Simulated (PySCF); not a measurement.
**PtOH₂: from HF to coupled cluster**

How much do the numbers for PtOH₂ (triplet) hang on the method? All levels run at one geometry, the PBE0 minimum.

The runs use PySCF 2.14.0; several methods, basis Pt def2-TZVP with ECP60, O def2-TZVP, H def2-TZVP, scalar-relativistic core potentials, no spin–orbit coupling, density fitting.

## Step 1: Where the work starts

4 atoms, charge 0, spin multiplicity 3.

Bond lengths: Pt1–O2 1.775 Å, Pt1–H3 1.574 Å, Pt1–H4 1.574 Å. Angles: O2–Pt1–H3 135.1°, O2–Pt1–H4 135.1°, H3–Pt1–H4 89.8°.

```xyz
4
charge 0 multiplicity 3
Pt    0.0614    0.1064    0.0000
O    -0.8259   -1.4306    0.0000
H     1.5809    0.5164    0.0000
H    -0.3434    1.6273    0.0000
```

## Step 2: PBE0

The steps are one call of a driver around PySCF; scf.py gives each level's set-up. Each SCF starts from the density of the minimum. The driver also runs the species with one electron less or more at the same geometry (one less: multiplicity 2, one more: multiplicity 2); their logs are not shown.

Input file scf.py:

```python
from pyscf import gto, scf, dft
mol = gto.M(atom='''
Pt     0.061401     0.106357     0.000000
O     -0.825876    -1.430566    -0.000000
H      1.580902     0.516366     0.000000
H     -0.343370     1.627262     0.000000''',
    basis={'Pt': 'def2-TZVP', 'O': 'def2-TZVP', 'H': 'def2-TZVP'},
    ecp={'Pt': 'def2-TZVP'},
    charge=0, spin=2)
mf = dft.UKS(mol, xc='PBE0')
mf.grids.atom_grid = (99, 590)
aux = {'Pt': 'def2-universal-JKFIT', 'O': 'def2-universal-JKFIT', 'H': 'def2-universal-JKFIT'}
mf = mf.density_fit(auxbasis=aux)
mf.kernel()
```

Log:

```text
init E= -195.609840626907
[... the frontier-level lines of each cycle are left out ...]
cycle= 1 E= -195.609840628151  delta_E= -1.24e-09  |g|= 6.46e-06  |ddm|= 5.01e-05
cycle= 2 E= -195.609840628048  delta_E= 1.04e-10  |g|= 1.74e-05  |ddm|= 1.27e-05
Extra cycle  E= -195.609840626842  delta_E= 1.21e-09  |g|= 5.82e-05  |ddm|= 3.74e-05
converged SCF energy = -195.609840626842  <S^2> = 2.0118039  2S+1 = 3.007859
```

This level, with the species of one electron less or more, ran for 6.4 s (4 threads, shared host).

* energy: -195.609841 Eh
* one electron less (charge +1): -195.213282 Eh (doublet, ⟨S²⟩ 1.13)
* one electron more (charge -1): -195.700926 Eh (doublet, ⟨S²⟩ 0.76)
* Mulliken charge of Pt1: +0.35 e

## Step 3: HF

Edit scf.py of step 2 so:

```diff
@@ -10,2 +10 @@
-mf = dft.UKS(mol, xc='PBE0')
-mf.grids.atom_grid = (99, 590)
+mf = scf.UHF(mol)
```

Log:

```text
init E= -194.314623421003
[... the frontier-level lines of each cycle are left out ...]
cycle= 1 E= -194.338840613591  delta_E= -0.0242  |g|= 0.0611  |ddm|= 0.285
cycle= 2 E= -194.344845534948  delta_E= -0.006  |g|= 0.0457  |ddm|= 0.0826
cycle= 3 E= -194.34769896987  delta_E= -0.00285  |g|= 0.0329  |ddm|= 0.0546
cycle= 4 E= -194.351116275766  delta_E= -0.00342  |g|= 0.024  |ddm|= 0.0632
cycle= 5 E= -194.353612334195  delta_E= -0.0025  |g|= 0.0179  |ddm|= 0.0622
cycle= 6 E= -194.354877208742  delta_E= -0.00126  |g|= 0.0126  |ddm|= 0.0443
cycle= 7 E= -194.355802671437  delta_E= -0.000925  |g|= 0.00843  |ddm|= 0.0472
cycle= 8 E= -194.356237723135  delta_E= -0.000435  |g|= 0.00541  |ddm|= 0.0357
cycle= 9 E= -194.356477035073  delta_E= -0.000239  |g|= 0.00315  |ddm|= 0.0369
cycle= 10 E= -194.356518760134  delta_E= -4.17e-05  |g|= 0.0027  |ddm|= 0.0116
cycle= 11 E= -194.356592205384  delta_E= -7.34e-05  |g|= 0.00271  |ddm|= 0.0277
cycle= 12 E= -194.356635056412  delta_E= -4.29e-05  |g|= 0.00157  |ddm|= 0.0138
cycle= 13 E= -194.356692323016  delta_E= -5.73e-05  |g|= 0.00106  |ddm|= 0.0369
cycle= 14 E= -194.356698391741  delta_E= -6.07e-06  |g|= 0.000735  |ddm|= 0.00918
cycle= 15 E= -194.356701165228  delta_E= -2.77e-06  |g|= 0.000251  |ddm|= 0.00492
cycle= 16 E= -194.356701451931  delta_E= -2.87e-07  |g|= 0.000181  |ddm|= 0.0012
cycle= 17 E= -194.356701685132  delta_E= -2.33e-07  |g|= 0.000102  |ddm|= 0.00133
cycle= 18 E= -194.356701764716  delta_E= -7.96e-08  |g|= 3.97e-05  |ddm|= 0.000847
cycle= 19 E= -194.356701774341  delta_E= -9.63e-09  |g|= 2.06e-05  |ddm|= 0.000326
cycle= 20 E= -194.356701775297  delta_E= -9.55e-10  |g|= 7.65e-06  |ddm|= 7.98e-05
Extra cycle  E= -194.356701775408  delta_E= -1.11e-10  |g|= 4.97e-06  |ddm|= 1.43e-05
converged SCF energy = -194.356701775408  <S^2> = 2.0314628  2S+1 = 3.0209024
```

This level, with the species of one electron less or more, took 2.1 s.

```
energy                        : -194.356702 Eh
one electron less (charge +1) : -194.007554 Eh (doublet, ⟨S²⟩ 1.71)
one electron more (charge -1) : -194.412685 Eh (doublet, ⟨S²⟩ 0.79)
Mulliken charge of Pt1        : +0.57 e
```

## Step 4: MP2

Edit scf.py of step 3 so:

```diff
@@ -13,0 +14,2 @@
+from pyscf.mp import dfump2
+dfump2.DFUMP2(mf, frozen=1).kernel()  # the driver gives MP2 a fitting basis of its own (RI)
```

Log:

```text
init E= -194.314623421003
[... the frontier-level lines of each cycle are left out ...]
cycle= 1 E= -194.33884061359  delta_E= -0.0242  |g|= 0.0611  |ddm|= 0.285
cycle= 2 E= -194.344845534947  delta_E= -0.006  |g|= 0.0457  |ddm|= 0.0826
cycle= 3 E= -194.34769896987  delta_E= -0.00285  |g|= 0.0329  |ddm|= 0.0546
cycle= 4 E= -194.351116275766  delta_E= -0.00342  |g|= 0.024  |ddm|= 0.0632
cycle= 5 E= -194.353612334195  delta_E= -0.0025  |g|= 0.0179  |ddm|= 0.0622
cycle= 6 E= -194.354877208742  delta_E= -0.00126  |g|= 0.0126  |ddm|= 0.0443
cycle= 7 E= -194.355802671438  delta_E= -0.000925  |g|= 0.00843  |ddm|= 0.0472
cycle= 8 E= -194.356237723135  delta_E= -0.000435  |g|= 0.00541  |ddm|= 0.0357
cycle= 9 E= -194.356477035072  delta_E= -0.000239  |g|= 0.00315  |ddm|= 0.0369
cycle= 10 E= -194.356518760135  delta_E= -4.17e-05  |g|= 0.0027  |ddm|= 0.0116
cycle= 11 E= -194.356592205383  delta_E= -7.34e-05  |g|= 0.00271  |ddm|= 0.0277
cycle= 12 E= -194.356635056412  delta_E= -4.29e-05  |g|= 0.00157  |ddm|= 0.0138
cycle= 13 E= -194.356692323016  delta_E= -5.73e-05  |g|= 0.00106  |ddm|= 0.0369
cycle= 14 E= -194.356698391741  delta_E= -6.07e-06  |g|= 0.000735  |ddm|= 0.00918
cycle= 15 E= -194.356701165228  delta_E= -2.77e-06  |g|= 0.000251  |ddm|= 0.00492
cycle= 16 E= -194.356701451931  delta_E= -2.87e-07  |g|= 0.000181  |ddm|= 0.0012
cycle= 17 E= -194.356701685132  delta_E= -2.33e-07  |g|= 0.000102  |ddm|= 0.00133
cycle= 18 E= -194.356701764717  delta_E= -7.96e-08  |g|= 3.97e-05  |ddm|= 0.000847
cycle= 19 E= -194.356701774341  delta_E= -9.62e-09  |g|= 2.06e-05  |ddm|= 0.000326
cycle= 20 E= -194.356701775296  delta_E= -9.55e-10  |g|= 7.65e-06  |ddm|= 7.98e-05
Extra cycle  E= -194.356701775408  delta_E= -1.12e-10  |g|= 4.97e-06  |ddm|= 1.43e-05
converged SCF energy = -194.356701775408  <S^2> = 2.0314628  2S+1 = 3.0209024
```

This level, with the species of one electron less or more, took 2.2 s.

```
energy                                                              : -195.031866 Eh
one electron less (charge +1)                                       : -194.627347 Eh (doublet, ⟨S²⟩ 1.71)
one electron more (charge -1)                                       : -195.139108 Eh (doublet, ⟨S²⟩ 0.79)
MP2 correlation in its own fitting basis (same spin, opposite spin) : -0.67516 Eh (-0.21348, -0.46169)
```

## Step 5: PBE

Edit scf.py of step 4 so:

```diff
@@ -10 +10,2 @@
-mf = scf.UHF(mol)
+mf = dft.UKS(mol, xc='PBE')
+mf.grids.atom_grid = (99, 590)
@@ -14,2 +14,0 @@
-from pyscf.mp import dfump2
-dfump2.DFUMP2(mf, frozen=1).kernel()  # the driver gives MP2 a fitting basis of its own (RI)
```

Log:

```text
init E= -195.683245429024
[... the frontier-level lines of each cycle are left out ...]
cycle= 1 E= -195.687027434721  delta_E= -0.00378  |g|= 0.0249  |ddm|= 0.158
cycle= 2 E= -195.685087591771  delta_E= 0.00194  |g|= 0.0705  |ddm|= 0.079
cycle= 3 E= -195.687034578011  delta_E= -0.00195  |g|= 0.0308  |ddm|= 0.0521
cycle= 4 E= -195.687262867501  delta_E= -0.000228  |g|= 0.019  |ddm|= 0.0267
cycle= 5 E= -195.687403544778  delta_E= -0.000141  |g|= 0.0031  |ddm|= 0.0104
cycle= 6 E= -195.687406700361  delta_E= -3.16e-06  |g|= 0.000951  |ddm|= 0.00256
cycle= 7 E= -195.687407237802  delta_E= -5.37e-07  |g|= 0.000122  |ddm|= 0.00114
cycle= 8 E= -195.687407246166  delta_E= -8.36e-09  |g|= 2.36e-05  |ddm|= 0.000149
cycle= 9 E= -195.687407246594  delta_E= -4.28e-10  |g|= 1.1e-05  |ddm|= 4.57e-05
Extra cycle  E= -195.68740724572  delta_E= 8.74e-10  |g|= 4.6e-05  |ddm|= 3.61e-05
converged SCF energy = -195.68740724572  <S^2> = 2.0051468  2S+1 = 3.0034292
```

This level, with the species of one electron less or more, took 14 s.

* energy: -195.687407 Eh
* one electron less (charge +1): -195.296484 Eh (doublet, ⟨S²⟩ 0.87)
* one electron more (charge -1): -195.775474 Eh (doublet, ⟨S²⟩ 0.76)
* Mulliken charge of Pt1: +0.30 e

## Step 6: CCSD(T)

Edit scf.py of step 5 so:

```diff
@@ -10,2 +10 @@
-mf = dft.UKS(mol, xc='PBE')
-mf.grids.atom_grid = (99, 590)
+mf = scf.UHF(mol)
@@ -14,0 +14,3 @@
+from pyscf import cc
+mycc = cc.CCSD(mf, frozen=1).run()
+mycc.ccsd_t()
```

Log:

```text
init E= -194.314623421003
[... the frontier-level lines of each cycle are left out ...]
cycle= 1 E= -194.33884061359  delta_E= -0.0242  |g|= 0.0611  |ddm|= 0.285
cycle= 2 E= -194.344845534947  delta_E= -0.006  |g|= 0.0457  |ddm|= 0.0826
cycle= 3 E= -194.34769896987  delta_E= -0.00285  |g|= 0.0329  |ddm|= 0.0546
cycle= 4 E= -194.351116275766  delta_E= -0.00342  |g|= 0.024  |ddm|= 0.0632
cycle= 5 E= -194.353612334195  delta_E= -0.0025  |g|= 0.0179  |ddm|= 0.0622
cycle= 6 E= -194.354877208742  delta_E= -0.00126  |g|= 0.0126  |ddm|= 0.0443
cycle= 7 E= -194.355802671438  delta_E= -0.000925  |g|= 0.00843  |ddm|= 0.0472
cycle= 8 E= -194.356237723136  delta_E= -0.000435  |g|= 0.00541  |ddm|= 0.0357
cycle= 9 E= -194.356477035072  delta_E= -0.000239  |g|= 0.00315  |ddm|= 0.0369
cycle= 10 E= -194.356518760134  delta_E= -4.17e-05  |g|= 0.0027  |ddm|= 0.0116
cycle= 11 E= -194.356592205383  delta_E= -7.34e-05  |g|= 0.00271  |ddm|= 0.0277
cycle= 12 E= -194.356635056412  delta_E= -4.29e-05  |g|= 0.00157  |ddm|= 0.0138
cycle= 13 E= -194.356692323016  delta_E= -5.73e-05  |g|= 0.00106  |ddm|= 0.0369
cycle= 14 E= -194.356698391741  delta_E= -6.07e-06  |g|= 0.000735  |ddm|= 0.00918
cycle= 15 E= -194.356701165228  delta_E= -2.77e-06  |g|= 0.000251  |ddm|= 0.00492
cycle= 16 E= -194.356701451931  delta_E= -2.87e-07  |g|= 0.000181  |ddm|= 0.0012
cycle= 17 E= -194.356701685132  delta_E= -2.33e-07  |g|= 0.000102  |ddm|= 0.00133
cycle= 18 E= -194.356701764716  delta_E= -7.96e-08  |g|= 3.97e-05  |ddm|= 0.000847
cycle= 19 E= -194.35670177434  delta_E= -9.62e-09  |g|= 2.06e-05  |ddm|= 0.000326
cycle= 20 E= -194.356701775296  delta_E= -9.56e-10  |g|= 7.65e-06  |ddm|= 7.98e-05
Extra cycle  E= -194.356701775409  delta_E= -1.12e-10  |g|= 4.97e-06  |ddm|= 1.43e-05
converged SCF energy = -194.356701775409  <S^2> = 2.0314628  2S+1 = 3.0209024
CCSD nocc = (np.int64(14), np.int64(12)), nmo = (82, 82)
Init t2, MP2 energy = -0.674991262574279
UCCSD converged
E(UCCSD) = -195.0286210322534  E_corr = -0.671919256844861
UCCSD(T) correction = -0.0286318106516457
```

This level ran for 3.3 min (4 threads, shared host).

| Quantity | Value |
| --- | --- |
| energy | -195.057253 Eh |
| MP2 correlation in its own fitting basis (same spin, opposite spin) | -0.67516 Eh (-0.21348, -0.46169) |
| CCSD, (T) | -0.67192, -0.02863 Eh; T1 0.065, D1 0.313 |

## Step 7: The ladder

| level | atomisation energy (kJ/mol) | vertical ionisation energy (eV) | vertical electron affinity (eV) | −ε(HOMO) (eV) | gap (eV) | dipole (D) | wall time |
| --- | --- | --- | --- | --- | --- | --- | --- |
| PBE0 | 877 | 10.79 | 2.48 | 8.34 | 3.64 | 1.20 | 6.4 s |
| HF | 378 | 9.50 | 1.52 | 11.26 | 11.12 | 0.73 | 2.1 s |
| MP2 | 830 | 11.01 | 2.92 | – | – | – | 2.2 s |
| PBE | 989 | 10.64 | 2.40 | 6.88 | 1.08 | 1.20 | 14 s |
| CCSD(T) | 875 | – | – | – | – | – | 3.3 min |

Times are for 4 threads, shared host; PBE0 starts from its own converged density, so its time is not comparable. A dash stands where a species or a free atom was not run at that level, or the quantity is not defined.

Atomisation goes to high-spin atoms in their ground configurations, run at the same level, without zero-point energy.

## Step 8: Results

```
                                 quantity                        value
atomisation energy, CCSD(T) in this basis                   875 kJ/mol
        vertical ionisation energy, range  9.50 (HF) to 11.01 (MP2) eV
        vertical electron affinity, range   1.52 (HF) to 2.92 (MP2) eV
                       orbital gap, range  1.08 (PBE) to 11.12 (HF) eV
                                   T1, D1                 0.065, 0.313
```

**Reading.** The functionals' atomisation energies stand +3 kJ/mol (PBE0) to +115 kJ/mol (PBE) from CCSD(T); much of that can be the slow basis convergence of CCSD(T), which binds tens of kJ/mol more at its limit, so it ranks no functional. HF lacks the correlation that pairing electrons in bonds brings, so it binds too weakly, by 497 kJ/mol even against this CCSD(T). T1 is large, so single-reference CCSD(T) is itself in doubt here. Spin contamination is strong in at least one of the open-shell species at PBE0, HF, MP2. Without diffuse functions electron affinities tend to come out too low. Other spin states or occupations of the open shell can lie lower. With an element this heavy the missing spin–orbit coupling can shift these numbers.
